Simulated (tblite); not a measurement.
# C5H10N2O2Si: the cost of one run

Computed with tblite 0.8.0 and PySCF 2.14.0, with density-fitted response routines of our own, on a single molecule in the gas phase. Atoms are numbered from 0 throughout.

### Step 1. The starting structure

20 atoms, charge 0, multiplicity 1; geometry from: force field or distance geometry start.

Bonds of the start (Å): C0–O1 1.43, O1–Si2 1.66, Si2–O3 1.67, Si2–N4 1.78, N4–C5 1.37, C5–C6 1.38, C6–C7 1.40, C7–N8 1.34, C7–C9 1.36, C9–N4 1.37, C0–H10 1.09, C0–H11 1.11, C0–H12 1.10, Si2–H13 1.48, O3–H14 0.96, C5–H15 1.10, C6–H16 1.09, N8–H17 1.02, N8–H18 1.01, C9–H19 1.08.

### Step 2. Geometry optimisation with GFN2-xTB

What the job is given:

```
{"job": {"kind": "relax", "xc": "GFN2-xTB", "basis": "xTB"}, "charge": 0, "multiplicity": 1}
C      2.728100    -1.310800     0.243600
O      2.410200    -0.220100    -0.629800
Si     1.558900     1.052800    -0.001000
O      1.670000     2.329800    -1.076200
N     -0.150100     0.600300     0.180700
C     -0.976500     1.022700     1.182700
C     -2.211300     0.455800     0.969100
C     -2.105900    -0.318700    -0.194600
N     -3.082400    -1.046900    -0.756600
C     -0.837300    -0.221800    -0.679500
H      3.289600    -2.047700    -0.327200
H      1.805500    -1.801300     0.609900
H      3.332400    -0.980300     1.098900
H      2.131000     1.455300     1.299300
H      1.485400     2.096700    -1.988200
H     -0.632200     1.689200     1.981900
H     -3.082200     0.593700     1.601700
H     -4.024800    -1.096600    -0.369900
H     -2.954800    -1.578800    -1.601100
H     -0.358700    -0.662600    -1.546700
```

The run is started by

```sh
$ OMP_NUM_THREADS=1 python probes_run.py task.json out
```

This one command runs all jobs of the session in turn.

Q: Estimate the wall time and peak memory of this first job on 1 thread of Arm Neoverse N1, shared host.

About 1.7 s, with a peak of 0.18 GiB.
